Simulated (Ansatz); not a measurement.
# CH4F2OTi: the cost of one run

Program: Ansatz 0.2.0. Level of theory: UKS PBE0-D4/def2-SVP. These are calculated values, not measurements.

### Step 1. The structure to begin with

Bond lengths: Ti1–C2 2.569 Å, Ti1–O3 1.611 Å, Ti1–H4 1.856 Å, Ti1–F5 1.718 Å, Ti1–F6 1.716 Å, C2–H7 1.085 Å, C2–H8 1.109 Å, C2–H9 1.085 Å. Angles (14 of 16 angles, heavy atoms first): C2–Ti1–O3 74.9°, C2–Ti1–F5 102.0°, C2–Ti1–F6 101.6°, O3–Ti1–F5 118.2°, O3–Ti1–F6 118.5°, F5–Ti1–F6 122.3°, Ti1–C2–H7 121.8°, Ti1–C2–H8 76.9°, Ti1–C2–H9 119.3°, C2–Ti1–H4 32.0°, O3–Ti1–H4 42.8°, H4–Ti1–F5 113.9°, H4–Ti1–F6 113.9°, H7–C2–H8 110.1°.

Coordinates:

```xyz
9

Ti   -0.9559   -0.9729   -0.2177
C     0.8236    0.8545    0.0923
O    -0.6414   -0.9554    1.3618
H     0.1472   -0.0307    0.9398
F    -2.2998   -0.0679   -0.7890
F    -0.1239   -2.1022   -1.2062
H     0.5916    1.8050    0.5615
H     0.6004    0.9017   -0.9934
H     1.8583    0.5679    0.2509
```

### Step 2. A restrained relaxation towards end A

Springs on the bonds that form and break draw the guess towards this end; the thresholds are loose.

Contents of input.yaml:

```yaml
crystal:
  periodic: [false, false, false]
  atoms:
    - { symbol: Ti, position_ang: [-0.9559, -0.9729, -0.2177] }
    - { symbol: C, position_ang: [0.8236, 0.8545, 0.0923] }
    - { symbol: O, position_ang: [-0.6414, -0.9554, 1.3618] }
    - { symbol: H, position_ang: [0.1472, -0.0307, 0.9398] }
    - { symbol: F, position_ang: [-2.2998, -0.0679, -0.789] }
    - { symbol: F, position_ang: [-0.1239, -2.1022, -1.2062] }
    - { symbol: H, position_ang: [0.5916, 1.805, 0.5615] }
    - { symbol: H, position_ang: [0.6004, 0.9017, -0.9934] }
    - { symbol: H, position_ang: [1.8583, 0.5679, 0.2509] }
magnetization:
  spin_polarized: true
basis:
  gaussian: { orbitals: def2-SVP }
hamiltonian:
  xc: pbe0
  dispersion: d4
relax:
  f_tol: 0.15
  max_steps: 25
  restrain:
    - { distance: [3, 1], at: 2.37, k: 30.0 }
    - { distance: [0, 1], at: 2.36, k: 30.0 }
    - { distance: [3, 2], at: 0.97, k: 30.0 }
```

The run is started by

```console
ansatz run input.yaml --threads 4 --pin off --max-ram 5120MiB --backend cpu --events-out ev --progress --plain --runs-dir out
```

Q: Estimate wall time and peak memory on 4 threads of Arm Neoverse N1, shared host.

About 53 s, with a peak of 0.38 GiB.
